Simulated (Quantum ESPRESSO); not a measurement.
# Mo (Im-3m) in Quantum ESPRESSO: a series of runs

The runs below take Mo through single point, with LDA, PBE, PBEsol.

All numbers are computed with Quantum ESPRESSO 7.5; they aren't measurements. Logs are shortened: lines on timing, memory, paths and dates and some standing lists are left out, and cuts for length are marked.

**1. The structure**

It takes space group Im-3m (No. 229, cubic). The conventional cell has a = 3.240 Å, b = 3.240 Å, c = 3.240 Å, α = 90.00°, β = 90.00°, γ = 90.00°. Around Mo (site symmetry m-3m) lie 8 Mo at 2.81 Å.

The cell was built by a generator and needn't be a form met in nature.

**2. Single point, LDA**

The input, pw.in:

```
&CONTROL
  calculation = 'scf'
  prefix = 'pwscf'
  outdir = './tmp'
  pseudo_dir = './pseudo'
  tprnfor = .true.
  tstress = .true.
  disk_io = 'nowf'
/
&SYSTEM
  ibrav = 0
  nat = 1
  ntyp = 1
  ecutwfc = 45
  ecutrho = 360
  nbnd = 13
  occupations = 'smearing'
  smearing = 'mp'
  degauss = 0.00734986
/
&ELECTRONS
  conv_thr = 2d-10
  electron_maxstep = 120
  mixing_beta = 0.5
/
ATOMIC_SPECIES
Mo    95.9500 mo_lda_v1.uspp.F.UPF
CELL_PARAMETERS angstrom
  -1.6200000000    1.6200000000    1.6200000000
   1.6200000000   -1.6200000000    1.6200000000
   1.6200000000    1.6200000000   -1.6200000000
ATOMIC_POSITIONS crystal
Mo     0.0000000000    0.0000000000    0.0000000000
K_POINTS automatic
18 18 18 0 0 0
```

Potentials or basis: GBRV 1.5 LDA.

Started as:

```bash
$ OMP_NUM_THREADS=1 pw.x -in pw.in > pw.out
```

pw.out:

```text
This program is part of the open-source Quantum ESPRESSO suite
     for quantum simulation of materials; please cite
         "P. Giannozzi et al., J. Phys.:Condens. Matter 21 395502 (2009);
         "P. Giannozzi et al., J. Phys.:Condens. Matter 29 465901 (2017);
         "P. Giannozzi et al., J. Chem. Phys. 152 154105 (2020);
     in publications or presentations arising from this work. More details at

     Message from routine setup:
     using ibrav=0 with symmetry is DISCOURAGED, use correct ibrav instead

     G-vector sticks info
     --------------------
     sticks:   dense  smooth     PW     G-vecs:    dense   smooth      PW
     Sum         749     383    155                13115     4729    1205

     Using Slab Decomposition

     bravais-lattice index     =            0
     lattice parameter (alat)  =       5.3024  a.u.
     unit-cell volume          =     114.7629 (a.u.)^3
     number of atoms/cell      =            1
     number of atomic types    =            1
     number of electrons       =        14.00
     number of Kohn-Sham states=           13
     kinetic-energy cutoff     =      45.0000  Ry
     charge density cutoff     =     360.0000  Ry
     scf convergence threshold =      2.0E-10
     mixing beta               =       0.5000
     number of iterations used =            8  plain     mixing
     Exchange-correlation= SLA  PZ   NOGX NOGC
                           (   1   1   0   0   0   0   0)

     celldm(1)=   5.302425  celldm(2)=   0.000000  celldm(3)=   0.000000
     celldm(4)=   0.000000  celldm(5)=   0.000000  celldm(6)=   0.000000

     crystal axes: (cart. coord. in units of alat)
               a(1) = (  -0.577350   0.577350   0.577350 )
               a(2) = (   0.577350  -0.577350   0.577350 )
               a(3) = (   0.577350   0.577350  -0.577350 )

     reciprocal axes: (cart. coord. in units 2 pi/alat)
               b(1) = ( -0.000000  0.866025  0.866025 )
               b(2) = (  0.866025 -0.000000  0.866025 )
               b(3) = (  0.866025  0.866025  0.000000 )

     PseudoPot. # 1 for Mo read from file:
     mo_lda_v1.uspp.F.UPF
     Pseudo is Ultrasoft + core correction, Zval = 14.0
     Generated by new atomic code, or converted to UPF format
     Using radial grid of  889 points,  6 beta functions with:
                l(1) =   0
                l(2) =   0
                l(3) =   1
                l(4) =   1
                l(5) =   2
                l(6) =   2
     Q(r) pseudized with  6 coefficients,  rinner =    1.000   1.000   1.000
                                                       1.000   1.000

     atomic species   valence    mass     pseudopotential
     Mo               14.00    95.95000     Mo( 1.00)

     48 Sym. Ops., with inversion, found

   Cartesian axes

     site n.     atom                  positions (alat units)
         1        Mo     tau(   1) = (   0.0000000   0.0000000   0.0000000  )

     number of k points=   195  Methfessel-Paxton smearing, width (Ry)=  0.0073

     Number of k-points >= 100: set verbosity='high' to print them.

     Dense  grid:    13115 G-vectors     FFT dimensions: (  32,  32,  32)

     Smooth grid:     4729 G-vectors     FFT dimensions: (  24,  24,  24)

     Initial potential from superposition of free atoms

     starting charge      13.9991, renormalised to      14.0000

     negative rho (up, down):  1.580E-05 0.000E+00
     Starting wfcs are   13 randomized atomic wfcs

     Self-consistent Calculation

     iteration #  1     ecut=    45.00 Ry     beta= 0.50
     Davidson diagonalization with overlap
     ethr =  1.00E-02,  avg # of iterations =  3.9

     Threshold (ethr) on eigenvalues was too large:
     Diagonalizing with lowered threshold

     Davidson diagonalization with overlap
     ethr =  3.05E-04,  avg # of iterations =  1.7

     negative rho (up, down):  5.587E-05 0.000E+00

     total energy              =    -139.47712666 Ry
     estimated scf accuracy    <       0.04288257 Ry

     iteration #  2     ecut=    45.00 Ry     beta= 0.50
     Davidson diagonalization with overlap
     ethr =  3.06E-04,  avg # of iterations =  2.0

     negative rho (up, down):  5.970E-05 0.000E+00

     total energy              =    -139.48508120 Ry
     estimated scf accuracy    <       0.00115566 Ry

     iteration #  3     ecut=    45.00 Ry     beta= 0.50
     Davidson diagonalization with overlap
     ethr =  8.25E-06,  avg # of iterations =  2.6

     negative rho (up, down):  5.926E-05 0.000E+00

     total energy              =    -139.48509350 Ry
     estimated scf accuracy    <       0.00023598 Ry

     iteration #  4     ecut=    45.00 Ry     beta= 0.50
     Davidson diagonalization with overlap
     ethr =  1.69E-06,  avg # of iterations =  1.4

     negative rho (up, down):  5.880E-05 0.000E+00

     total energy              =    -139.48510094 Ry
     estimated scf accuracy    <       0.00000290 Ry

     iteration #  5     ecut=    45.00 Ry     beta= 0.50
     Davidson diagonalization with overlap
     ethr =  2.07E-08,  avg # of iterations =  2.8

     negative rho (up, down):  5.840E-05 0.000E+00

     total energy              =    -139.48510281 Ry
     estimated scf accuracy    <       0.00000034 Ry

     iteration #  6     ecut=    45.00 Ry     beta= 0.50
     Davidson diagonalization with overlap
     ethr =  2.41E-09,  avg # of iterations =  1.8

     negative rho (up, down):  5.809E-05 0.000E+00

     total energy              =    -139.48510282 Ry
     estimated scf accuracy    <       0.00000006 Ry

     iteration #  7     ecut=    45.00 Ry     beta= 0.50
     Davidson diagonalization with overlap
     ethr =  4.30E-10,  avg # of iterations =  2.0

     negative rho (up, down):  5.805E-05 0.000E+00

     total energy              =    -139.48510283 Ry
     estimated scf accuracy    <          2.5E-10 Ry

     iteration #  8     ecut=    45.00 Ry     beta= 0.50
     Davidson diagonalization with overlap
     ethr =  1.76E-12,  avg # of iterations =  3.1

     negative rho (up, down):  5.805E-05 0.000E+00

     End of self-consistent calculation

     Number of k-points >= 100: set verbosity='high' to print the bands.

     the Fermi energy is    19.0770 ev

!    total energy              =    -139.48510283 Ry
     estimated scf accuracy    <          9.7E-11 Ry
     smearing contrib. (-TS)   =      -0.00000877 Ry
     internal energy E=F+TS    =    -139.48509406 Ry

     The total energy is F=E-TS. E is the sum of the following terms:
     one-electron contribution =     -22.84378785 Ry
     hartree contribution      =      18.96315289 Ry
     xc contribution           =     -19.10548265 Ry
     ewald contribution        =    -116.49897645 Ry

     convergence has been achieved in   8 iterations

     negative rho (up, down):  5.805E-05 0.000E+00

     Forces acting on atoms (cartesian axes, Ry/au):

     atom    1 type  1   force =     0.00000000    0.00000000    0.00000000

     Total force =     0.000000     Total SCF correction =     0.000000

     Computing stress (Cartesian axis) and pressure

     negative rho (up, down):  5.805E-05 0.000E+00
          total   stress  (Ry/bohr**3)                   (kbar)     P=     -280.43
  -0.00190631   0.00000000   0.00000000         -280.43        0.00        0.00
   0.00000000  -0.00190631   0.00000000            0.00     -280.43        0.00
   0.00000000   0.00000000  -0.00190631            0.00        0.00     -280.43

=------------------------------------------------------------------------------=
   JOB DONE.
=------------------------------------------------------------------------------=
```

It took 12 s on 1 thread of Intel Xeon 6975P-C (Granite Rapids), shared host; peak memory 0.1 GiB.

What came out:

```yaml
Free_energy: -1897.7915 eV
Pressure: -28.0 GPa
Band_gap_on_the_k_mesh: none (metal or under the smearing width)
```

Levels at points of the mesh, in eV from the Fermi level:
```tsv
k point	band 3	band 4	band 5	band 6	band 7	band 8	band 9	band 10	band 11	band 12
(0.00, 0.00, 0.00)	-34.62	-34.62	-6.95	-1.21	-1.21	-1.21	1.48	1.48	14.65	14.65
(0.00, 0.00, -0.50)	-34.97	-34.63	-4.84	-3.02	1.38	1.47	2.03	4.22	10.35	11.77
(-0.50, -0.50, -0.50)	-35.38	-35.38	-4.84	-4.84	3.55	3.55	3.55	8.41	8.41	8.41
```

Caveat: a pressure of tens of GPa on the cell as given is suspect, and the run, the potentials or the cell itself is likely at fault.

**3. Single point, PBE**

pw.in: that of step 2 with these lines changed.

```diff
@@ -26,3 +26,3 @@
 ATOMIC_SPECIES
-Mo    95.9500 mo_lda_v1.uspp.F.UPF
+Mo    95.9500 mo_pbe_v1.uspp.F.UPF
 CELL_PARAMETERS angstrom
```

Potentials or basis: GBRV 1.5 PBE.

Started as:

```bash
$ OMP_NUM_THREADS=1 pw.x -in pw.in > pw.out
```

Wall time 25 s (1 thread of Intel Xeon Platinum 8488C (Sapphire Rapids), shared host); peak memory 0.1 GiB.

Results (log left out):

```
Free energy            : -1895.7365 eV
Pressure               : -17.2 GPa
Band gap on the k mesh : none (metal or under the smearing width)
```

Levels at points of the mesh, in eV from the Fermi level:
| k point | band 4 | band 5 | band 6 | band 7 | band 8 | band 9 | band 10 | band 11 |
| --- | --- | --- | --- | --- | --- | --- | --- | --- |
| (0.00, 0.00, 0.00) | -34.73 | -6.93 | -1.20 | -1.20 | -1.20 | 1.51 | 1.51 | 14.63 |
| (0.00, 0.00, -0.50) | -34.74 | -4.82 | -3.01 | 1.35 | 1.50 | 2.06 | 4.18 | 10.39 |
| (-0.50, -0.50, -0.50) | -35.48 | -4.81 | -4.81 | 3.52 | 3.52 | 3.52 | 8.44 | 8.44 |

Caveat: so large a pressure means that the cell lies far from this level's equilibrium, or that cutoff or potentials fall short.

**4. Single point, PBEsol**

pw.in: that of step 3 with these lines changed.

```diff
@@ -26,3 +26,3 @@
 ATOMIC_SPECIES
-Mo    95.9500 mo_pbe_v1.uspp.F.UPF
+Mo    95.9500 mo_pbesol_v1.uspp.F.UPF
 CELL_PARAMETERS angstrom
```

Potentials or basis: GBRV 1.5 PBEsol.

Started as:

```bash
$ OMP_NUM_THREADS=1 pw.x -in pw.in > pw.out
```

Run time: 10 s. Hardware: 1 thread of Intel Xeon 6975P-C (Granite Rapids), shared host; peak memory 0.1 GiB.

Results (log left out):

* Free energy: -1895.6799 eV
* Pressure: -24.1 GPa
* Band gap on the k mesh: none (metal or under the smearing width)

Levels at points of the mesh, in eV from the Fermi level:
| k point | band 3 | band 4 | band 5 | band 6 | band 7 | band 8 | band 9 | band 10 | band 11 | band 12 |
| --- | --- | --- | --- | --- | --- | --- | --- | --- | --- | --- |
| (0.00, 0.00, 0.00) | -34.66 | -34.66 | -6.97 | -1.20 | -1.20 | -1.20 | 1.50 | 1.50 | 14.61 | 14.61 |
| (0.00, 0.00, -0.50) | -35.01 | -34.66 | -4.84 | -3.02 | 1.33 | 1.50 | 2.06 | 4.22 | 10.38 | 11.73 |
| (-0.50, -0.50, -0.50) | -35.41 | -35.41 | -4.83 | -4.83 | 3.56 | 3.56 | 3.56 | 8.40 | 8.40 | 8.40 |

Caveat: so large a pressure means that the cell lies far from this level's equilibrium, or that cutoff or potentials fall short.

**5. Summary**

```csv
level,potentials or basis,form of the LDA correlation,gap on the mesh (eV),pressure (GPa)
LDA,GBRV 1.5 LDA,PZ81,none,-28.0
PBE,GBRV 1.5 PBE,-,none,-17.2
PBEsol,GBRV 1.5 PBEsol,-,none,-24.1
```

Alike in all rows: task single point; no spin polarisation; cell as given; k mesh 18 × 18 × 18; cutoff (eV) 612; smearing methfessel-paxton 0.1 eV.

Caveats: so large a pressure means that the cell lies far from this level's equilibrium, or that cutoff or potentials fall short (some runs); a pressure of tens of GPa on the cell as given is suspect, and the run, the potentials or the cell itself is likely at fault (some runs).

Absolute energies hang on the potentials; compare differences alone.
